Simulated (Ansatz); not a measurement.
# GaO2: the cost of one run

Program: Ansatz 0.2.0. Level of theory: the levels named in each step. These are calculated values, not measurements.

### 1 The system as given

Bond lengths: O1–Ga2 1.662 Å, Ga2–O3 1.662 Å. Angles: O1–Ga2–O3 180.0°.

Structure file:

```xyz
3

O     0.0000    0.0000   -1.6622
Ga    0.0000    0.0000    0.0000
O     0.0000    0.0000    1.6622
```

### 2 A rough first relaxation, PBE-D4/def2-SVP

This run stands in another session on the same molecule. It ended at:

```xyz
3

O     0.0000    0.0000   -1.7108
Ga    0.0000    0.0000    0.0000
O     0.0000    0.0000    1.7108
```

### 3 Relaxation, HF/STO-3G

The input, input.yaml:

```yaml
crystal:
  periodic: [false, false, false]
  atoms:
    - { symbol: O, position_ang: [0.0, 0.0, -1.71077926] }
    - { symbol: Ga, position_ang: [0.0, 0.0, -3.5e-06] }
    - { symbol: O, position_ang: [0.0, 0.0, 1.71077276] }
magnetization:
  spin_polarized: true
  initial_magnetization: 1
basis:
  gaussian: { orbitals: STO-3G }
hamiltonian:
  xc: hf
relax:
  f_tol: 0.002
  max_steps: 150
```

Launch:

```
$ ansatz run input.yaml --threads 2 --pin off --max-ram 5120MiB --backend cpu --events-out ev --progress --plain --runs-dir out
```

**Question.** How long does this run take on 2 threads of Oxide Virtual Turin-like (Zen 5), shared host, and how much memory does it need?

About 4.8 s, with a peak of 0.11 GiB.
